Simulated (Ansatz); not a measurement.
# B₂Br₂Cl₂H₂: up Jacob's ladder to CCSD(T)

An exercise on one series of results from a longer session: the logs are not shown, and one member is left open.

Method: functionals in def2-TZVPP, the program's frozen cores in correlated methods; program: Ansatz 0.2.0, Gaussian basis.

The runs, in order: LDA (SPW92), PBE-D4, revPBE-D4, BLYP-D4, r2SCAN-D4, B97M-V, PBE0-D4, B3LYP-D4, r2SCANh-D4, r2SCAN0-D4, HSE06-D4, BHLYP-D4, CAM-B3LYP-D4, LC-ωPBE, ωB97X-V, ωB97M-V, B2PLYP, PBE-QIDH; CCSD(T)/def2-SVP; CCSD(T)/def2-TZVPP; MP2/def2-QZVPP; extrapolation to the limit; RPA on PBE.

### The geometry

An earlier PBE0-D4 in a triple-zeta def2 set relaxation fixed the geometry.

SMILES `Cl[B@H-]1[Br+][B@H-](Cl)[Br+]1`, 8 atoms, charge 0, spin multiplicity 1.

Atoms are counted from 1 here; the program's logs count them from 0.

Bond lengths: Cl1–B2 1.764 Å, B2–Br3 2.126 Å, B2–Br6 2.126 Å, B2–H7 1.185 Å, Br3–B4 2.125 Å, B4–Cl5 1.760 Å, B4–Br6 2.125 Å, B4–H8 1.185 Å. Angles: Cl1–B2–Br3 112.2°, Cl1–B2–Br6 112.2°, Cl1–B2–H7 119.4°, Br3–B2–Br6 94.4°, Br3–B2–H7 107.8°, Br6–B2–H7 107.8°, B2–Br3–B4 83.7°, Br3–B4–Cl5 112.7°, Br3–B4–Br6 94.4°, Br3–B4–H8 107.1°, Cl5–B4–Br6 112.8°, Cl5–B4–H8 119.7°, Br6–B4–H8 107.1°, B2–Br6–B4 83.7°.

As a file:

```xyz
8
charge 0, multiplicity 1
Cl    0.6542    0.0049    2.5877
B     1.0454    0.3792    0.9090
Br   -0.4849    1.5086   -0.0410
B    -1.0109   -0.3649   -0.8958
Cl   -1.2504   -0.2751   -2.6371
Br    0.8187   -1.3074   -0.3651
H     2.0835    0.8894    0.6529
H    -1.8557   -0.8347   -0.2106
```

The first run:

Contents of in.yaml:

```yaml
crystal:
  periodic: [false, false, false]
  atoms:
    - {symbol: Cl, position_ang: [0.654184, 0.004940, 2.587656]}
    - {symbol: B, position_ang: [1.045415, 0.379233, 0.909047]}
    - {symbol: Br, position_ang: [-0.484864, 1.508635, -0.040963]}
    - {symbol: B, position_ang: [-1.010882, -0.364905, -0.895777]}
    - {symbol: Cl, position_ang: [-1.250449, -0.275109, -2.637104]}
    - {symbol: Br, position_ang: [0.818717, -1.307442, -0.365115]}
    - {symbol: H, position_ang: [2.083550, 0.889398, 0.652911]}
    - {symbol: H, position_ang: [-1.855662, -0.834741, -0.210635]}
basis:
  gaussian: {orbitals: def2-TZVPP}
hamiltonian: {xc: lda}
output: {orbitals: {seedname: orbitals}}
```

Run with:

```bash
$ ansatz run in.yaml --threads 8 --pin off --events-out ev --progress --plain --max-ram 18278MiB
```

Among the steps run: LDA; PBE-D4 (GGA); revPBE-D4 (GGA); BLYP-D4 (GGA); r2SCAN-D4 (meta-GGA); B97M-V (meta-GGA); PBE0-D4 (hybrid); B3LYP-D4 (hybrid); r2SCANh-D4 (hybrid); r2SCAN0-D4 (hybrid); HSE06-D4 (hybrid); BHLYP-D4 (hybrid); CAM-B3LYP-D4 (range-separated); LC-ωPBE (range-separated); ωB97X-V (range-separated); ωB97M-V (range-separated); B2PLYP (double hybrid); PBE-QIDH (double hybrid).

One of the session's tables, all rows but one given; the rest of the session is left out.

It belongs to the step «Orbital energies across the functionals». 

| functional | HOMO (eV) | LUMO (eV) | gap (eV) |
| --- | --- | --- | --- |
| LDA (SPW92) | -7.37 | -2.69 | 4.69 |
| PBE-D4 | -7.27 | -2.47 | 4.80 |
| revPBE-D4 | -7.22 | -2.37 | 4.85 |
| BLYP-D4 | -7.14 | -2.32 | 4.81 |
| r2SCAN-D4 | ? | ? | ? |
| B97M-V | -7.69 | -2.24 | 5.44 |
| PBE0-D4 | -8.58 | -1.60 | 6.98 |
| B3LYP-D4 | -8.35 | -1.79 | 6.56 |
| r2SCANh-D4 | -8.09 | -1.98 | 6.10 |
| r2SCAN0-D4 | -8.80 | -1.50 | 7.30 |
| HSE06-D4 | -8.18 | -1.98 | 6.20 |
| BHLYP-D4 | -9.79 | -0.59 | 9.20 |
| CAM-B3LYP-D4 | -9.92 | -0.49 | 9.43 |
| LC-ωPBE | -11.25 | 0.64 | 11.90 |
| ωB97X-V | -10.93 | 0.54 | 11.47 |
| ωB97M-V | -10.76 | 0.43 | 11.19 |

**Question.** Estimate the row for r2SCAN-D4.

Worked estimate for «HOMO (eV)». Against the share of exact exchange, r2SCANh-D4 (0.1, -8.09), r2SCAN0-D4 (0.25, -8.80) give a slope of -4.73 per unit share; at 0 the line stands at -7.62.

The run gave: HOMO (eV): -7.61; LUMO (eV): -2.30; gap (eV): 5.31. In «HOMO (eV)» the line misses by -0.01.
